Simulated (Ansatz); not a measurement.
# GeH₂O + H₂: a complex and its separated parts

Aim: how far the complex at one end of a reaction step lies below its separated, relaxed parts, level by level.

Program: Ansatz 0.2.0, Gaussian basis. Level of theory: PBE0-D4/def2-TZVP structures, single points in def2-TZVPP, no counterpoise correction. These are calculated values, not measurements.

Levels: SPW92, PBE-D4, BLYP-D4, r2SCAN-D4, B97M-V, PBE0-D4, B3LYP-D4, r2SCAN0-D4, BHLYP-D4, CAM-B3LYP-D4, wB97X-V, wB97M-V, B2PLYP, PBE-QIDH, RPA on PBE, Hartree-Fock, MP2, CCSD, CCSD(T).

Correlated methods freeze the cores. Filled d shells of the heavier atoms are correlated. B3LYP uses VWN-RPA correlation. B2PLYP carries no dispersion term here.

56 further runs of the same task are left out: 56 set aside as unsound or not needed.

**1. Starting geometry**

The complex: 6 atoms, charge 0, spin multiplicity 1.

Atoms are counted from 1 here; the program's logs count them from 0.

Bond lengths: Ge1–O3 1.794 Å, Ge1–H5 1.599 Å, H2–H4 0.753 Å, O3–H6 0.961 Å. Angles: O3–Ge1–H5 92.7°, Ge1–O3–H6 111.3°.

Geometry (Å):

```xyz
6
GeH4O
Ge   -0.0695    0.0535    1.0678
H     0.1093    1.4382   -1.1599
O    -0.0787   -1.4998    0.1712
H     0.8115    1.5264   -0.9029
H    -1.4887    0.4916    0.4752
H     0.7160   -2.0099    0.3486
```

Its parts: GeH₂O holds atoms 1, 3, 5, 6; H₂ holds atoms 2, 4. Each part counts its atoms afresh in its own runs.

**2. Relaxing GeH₂O alone**

relax-a/in.yaml

```yaml
crystal:
  periodic: [false, false, false]
  atoms:
    - {symbol: Ge, position_ang: [-0.069493, 0.053504, 1.067847]}
    - {symbol: O, position_ang: [-0.078730, -1.499815, 0.171213]}
    - {symbol: H, position_ang: [-1.488652, 0.491596, 0.475162]}
    - {symbol: H, position_ang: [0.716044, -2.009910, 0.348593]}
basis:
  gaussian: {orbitals: def2-TZVP}
hamiltonian: {xc: pbe0, dispersion: d4}
relax: {f_tol: 0.005, max_steps: 200}
```

The run is started by

```bash
$ ansatz run in.yaml --threads 2 --pin off --events-out ev --progress --plain --max-ram 4352MiB
```

The runs that follow: Relaxing H₂ alone; SPW92/def2-TZVPP; PBE-D4/def2-TZVPP; BLYP-D4/def2-TZVPP; r2SCAN-D4/def2-TZVPP; B97M-V/def2-TZVPP; PBE0-D4/def2-TZVPP; B3LYP-D4/def2-TZVPP; r2SCAN0-D4/def2-TZVPP; BHLYP-D4/def2-TZVPP; CAM-B3LYP-D4/def2-TZVPP; wB97X-V/def2-TZVPP; wB97M-V/def2-TZVPP; B2PLYP/def2-TZVPP; PBE-QIDH/def2-TZVPP; RPA on PBE/def2-TZVPP; CCSD(T)/def2-TZVPP; Vibrations of GeH₂O; Vibrations of H₂.

**Question.** What will these runs give? Wanted: complex less parts, CCSD(T)/def2-TZVPP; with zero-point energy; largest T1 diagnostic.

**Answer**, as computed:

```
                              quantity       value
complex less parts, CCSD(T)/def2-TZVPP  -0.0225 eV
                with zero-point energy  +0.0541 eV
                 largest T1 diagnostic       0.016
```

**Reading.** At CCSD(T) the complex lies 0.0225 eV below its parts. The functionals run from B2PLYP, off by +0.0111 eV, to SPW92, off by -0.1620 eV, against CCSD(T). Mean unsigned error by rung: LDA 0.1620, GGA 0.0352, meta-GGA 0.0291, hybrid 0.0342, range-separated hybrid 0.0272, double hybrid 0.0165 eV. PBE-D4 gives a relative energy 0.0563 eV too low, an error of 250 % of the reference. No counterpoise was applied, and triple zeta lacks some correlation, so the CCSD(T) reference has a basis error of its own, and close matches with it are partly luck.
